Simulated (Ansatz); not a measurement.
# CH7FSn (built from SMILES F.[CH3][SnH3]): a barrier at many levels of theory

How high is the barrier of this step (Sn1–F7 formed, C2–H6 formed, Sn1–C2 broken, H6–F7 broken), and how far do cheaper methods land from CCSD(T)?

Method: single points in def2-TZVPP on PBE0-D4/def2-TZVP structures; program: Ansatz 0.2.0, Gaussian basis.

Levels: SPW92, PBE-D4, BLYP-D4, r2SCAN-D4, B97M-V, PBE0-D4, B3LYP-D4, r2SCAN0-D4, BHLYP-D4, CAM-B3LYP-D4, wB97X-V, wB97M-V, B2PLYP, PBE-QIDH, RPA on PBE, Hartree-Fock, MP2, CCSD, CCSD(T). The reference is CCSD(T) at the basis limit, from triple and quadruple zeta. Zero-point energies come from PBE0-D4 vibrations.

Correlated methods freeze the cores. Filled d shells of the heavier atoms are correlated. Core potentials replace the inner electrons past krypton, and spin-orbit coupling is left out. B3LYP uses VWN-RPA correlation. B2PLYP carries no dispersion term here.

80 further runs of the same task are left out: 80 set aside as unsound or not needed.

## 1. Start, saddle and end, as given

Charge 0, multiplicity 1. The folders r, ts and p hold the start, the saddle and the end; their coordinates stand in the first inputs.

| pair | r (Å) | ts (Å) | p (Å) |
| --- | --- | --- | --- |
| Sn1–F7 | 3.603 | 2.249 | 1.928 |
| C2–H6 | 3.306 | 1.339 | 1.090 |
| Sn1–C2 | 2.132 | 2.428 | 4.243 |
| H6–F7 | 0.930 | 1.210 | 2.527 |

## 2. SPW92/def2-TZVPP

Input file r/in.yaml:

```yaml
crystal:
  periodic: [false, false, false]
  atoms:
    - {symbol: Sn, position_ang: [-0.906087, 0.586627, -0.351003]}
    - {symbol: C, position_ang: [0.018670, -1.332854, -0.267471]}
    - {symbol: H, position_ang: [-1.573672, 0.917286, -1.885704]}
    - {symbol: H, position_ang: [-2.090726, 0.783091, 0.859601]}
    - {symbol: H, position_ang: [0.299951, 1.796567, -0.076453]}
    - {symbol: H, position_ang: [1.559916, 1.327953, 0.947750]}
    - {symbol: F, position_ang: [2.149620, 0.905489, 1.530400]}
    - {symbol: H, position_ang: [-0.738623, -2.114498, -0.324463]}
    - {symbol: H, position_ang: [0.711837, -1.444208, -1.100936]}
    - {symbol: H, position_ang: [0.569013, -1.425355, 0.668280]}
basis:
  gaussian: {orbitals: def2-TZVPP}
hamiltonian: {xc: lda}
```

Input file ts/in.yaml:

```yaml
crystal:
  periodic: [false, false, false]
  atoms:
    - {symbol: Sn, position_ang: [-0.697299, 0.998926, -0.157936]}
    - {symbol: C, position_ang: [0.477724, -1.124806, -0.102662]}
    - {symbol: H, position_ang: [-1.625480, 0.210940, -1.380177]}
    - {symbol: H, position_ang: [-1.720004, 1.312581, 1.159348]}
    - {symbol: H, position_ang: [0.138867, 2.286517, -0.880779]}
    - {symbol: H, position_ang: [0.830369, -0.115327, 0.703812]}
    - {symbol: F, position_ang: [0.984563, 0.906893, 1.332345]}
    - {symbol: H, position_ang: [-0.416274, -1.720985, 0.077904]}
    - {symbol: H, position_ang: [0.722708, -1.123517, -1.164369]}
    - {symbol: H, position_ang: [1.304725, -1.631123, 0.412513]}
basis:
  gaussian: {orbitals: def2-TZVPP}
hamiltonian: {xc: lda}
```

Input file p/in.yaml:

```yaml
crystal:
  periodic: [false, false, false]
  atoms:
    - {symbol: Sn, position_ang: [-0.990162, 1.918183, 0.015882]}
    - {symbol: C, position_ang: [0.891756, -1.883643, -0.089441]}
    - {symbol: H, position_ang: [-1.321810, 0.549712, -0.935692]}
    - {symbol: H, position_ang: [-2.228229, 2.309013, 1.114110]}
    - {symbol: H, position_ang: [-0.413814, 3.249663, -0.871050]}
    - {symbol: H, position_ang: [1.057293, -0.980108, 0.496889]}
    - {symbol: F, position_ang: [0.496421, 1.401211, 1.129679]}
    - {symbol: H, position_ang: [-0.117688, -2.255932, 0.087238]}
    - {symbol: H, position_ang: [1.013668, -1.660565, -1.149711]}
    - {symbol: H, position_ang: [1.612464, -2.647434, 0.202096]}
basis:
  gaussian: {orbitals: def2-TZVPP}
hamiltonian: {xc: lda}
```

Each run has its own folder and the same command.

The run is started by

```
ansatz run in.yaml --threads 4 --pin off --events-out ev --progress --plain --max-ram 9574MiB
```

The runs that follow: PBE-D4/def2-TZVPP; BLYP-D4/def2-TZVPP; r2SCAN-D4/def2-TZVPP; B97M-V/def2-TZVPP; PBE0-D4/def2-TZVPP; B3LYP-D4/def2-TZVPP; r2SCAN0-D4/def2-TZVPP; BHLYP-D4/def2-TZVPP; CAM-B3LYP-D4/def2-TZVPP; wB97X-V/def2-TZVPP; wB97M-V/def2-TZVPP; B2PLYP/def2-TZVPP; PBE-QIDH/def2-TZVPP; RPA on PBE/def2-TZVPP; CCSD(T)/def2-TZVPP; MP2/def2-QZVPP; SPW92/def2-SVP; PBE-D4/def2-SVP; PBE0-D4/def2-SVP; wB97M-V/def2-SVP; CCSD(T)/def2-SVP; Vibrations of the start structure; Vibrations of the end structure.

**Question.** What will these runs give? Wanted: barrier, CCSD(T)/CBS; reverse barrier, CCSD(T)/CBS; step energy, CCSD(T)/CBS; barrier with zero-point energy; step energy with zero-point energy; imaginary mode at the saddle; largest T1 diagnostic.

The runs gave:

```
                          quantity         value
              barrier, CCSD(T)/CBS  135.1 kJ/mol
      reverse barrier, CCSD(T)/CBS  201.2 kJ/mol
          step energy, CCSD(T)/CBS  -66.1 kJ/mol
    barrier with zero-point energy  127.3 kJ/mol
step energy with zero-point energy  -66.2 kJ/mol
      imaginary mode at the saddle    1071i cm⁻¹
             largest T1 diagnostic         0.013
```

B2PLYP is the best functional here (-0.5 kJ/mol from CCSD(T)/CBS); SPW92 is the worst (-49.6 kJ/mol). Mean unsigned error by rung: LDA 49.6, GGA 23.6, meta-GGA 19.9, hybrid 9.0, range-separated hybrid 6.3, double hybrid 1.2 kJ/mol. PBE-D4 gives a barrier 27.7 kJ/mol too low, outside chemical accuracy (1 kcal/mol, 4.2 kJ/mol). Every functional without exact exchange puts the forward barrier too low. The barrier rises with the share of exact exchange, from BLYP-D4 through B3LYP-D4 to BHLYP-D4 (-19.6, -7.0, +9.6 kJ/mol). Hartree-Fock, with no correlation, is off by +48.2 kJ/mol. Zero-point motion lowers the barrier by 7.8 kJ/mol.
